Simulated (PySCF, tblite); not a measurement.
# C₄H₅F₃OSi: geometry, infrared bands and NMR shifts

Aim: predict the infrared bands and NMR shifts of C₄H₅F₃OSi (`O=C/C([SiH3])=C\C(F)(F)F`).

Computed with tblite 0.8.0 and PySCF 2.14.0, with density-fitted response routines of our own, on a single molecule in the gas phase. Atoms are numbered from 0 throughout.

## Step 1: Starting geometry

14 atoms, charge 0, multiplicity 1; geometry from: force field or distance geometry start.

Bonds of the start (Å): O0–C1 1.21, C1–C2 1.50, C2–Si3 1.85, C2–C4 1.34, C4–C5 1.48, C5–F6 1.35, C5–F7 1.36, C5–F8 1.36, C1–H9 1.11, Si3–H10 1.48, Si3–H11 1.49, Si3–H12 1.49, C4–H13 1.09.

## Step 2: Relaxing the molecule with GFN2-xTB

What the job is given:

```
{"job": {"kind": "relax", "xc": "GFN2-xTB", "basis": "xTB"}, "charge": 0, "multiplicity": 1}
O     -1.185400     2.258800    -0.722800
C     -0.323600     1.567700    -0.236100
C     -0.361300     0.069700    -0.200400
Si    -1.855200    -0.692500    -0.985800
C      0.627900    -0.641100     0.366700
C      1.861500    -0.124400     1.006100
F      1.579900     0.674300     2.062400
F      2.651200    -1.128400     1.466900
F      2.618400     0.602800     0.148500
H      0.562500     2.028100     0.239400
H     -1.934000    -0.393100    -2.428300
H     -3.101100    -0.320900    -0.260900
H     -1.723900    -2.174500    -0.844000
H      0.582500    -1.726800     0.366100
```

Command:

```bash
$ OMP_NUM_THREADS=1 python probes_run.py task.json out
```

This one command runs all jobs of the session in turn.

**Question.** This job is followed by: GFN2-xTB harmonic vibrations, gas phase; GIAO PBE0/pcSseg-1 NMR shielding, non-relativistic, gas phase. Predict these results of the whole session: strongest single infrared mode (GFN2-xTB); zero-point energy (GFN2-xTB); 13C shifts against TMS (PBE0/pcSseg-1); 1H shifts against TMS (PBE0/pcSseg-1, means over atoms taken as alike); 17O shifts against H2O (PBE0/pcSseg-1); 29Si shifts against TMS (PBE0/pcSseg-1); 19F shifts against CFCl3 (PBE0/pcSseg-1, means over atoms taken as alike).

**Answer**, as computed:

| quantity | value |
| --- | --- |
| strongest single infrared mode (GFN2-xTB) | 1037 cm⁻¹, 350 km/mol |
| zero-point energy (GFN2-xTB) | 48.7 kcal/mol |
| 13C shifts against TMS (PBE0/pcSseg-1) | 200.0, 157.9, 151.6, 130.5 ppm |
| 1H shifts against TMS (PBE0/pcSseg-1, means over atoms taken as alike) | 10.58, 7.36, 4.14 ppm |
| 17O shifts against H2O (PBE0/pcSseg-1) | 736.4 ppm |
| 29Si shifts against TMS (PBE0/pcSseg-1) | -72.5 ppm |
| 19F shifts against CFCl3 (PBE0/pcSseg-1, means over atoms taken as alike) | -65.7 ppm |

What this shows: The optimisation took 46 steps and gained 0.142 eV; among the close pairs (by a distance rule), C2–Si3 changed most, from 1.852 to 1.908 Å. All 36 modes are real, so the xTB geometry is a minimum. The strongest single mode, at 1037 cm⁻¹, moves mainly C5. Unscaled tight-binding wavenumbers are off by several per cent, some by more. Its intensities can rank the bands wrongly. C1 (aldehyde carbonyl carbon) lies farthest downfield among carbon, at 200.0 ppm; the double bond to the heteroatom, with no lone-pair donor beside it, deshields it most. H9 (hydrogen on an aldehyde carbonyl carbon) lies farthest downfield among hydrogen, at 10.58 ppm; the C=O anisotropy and electron withdrawal place aldehyde protons far downfield. At PBE0/pcSseg-1: The widest tensor belongs to O0: span 1451 ppm, with a paramagnetic part of -799 ppm.
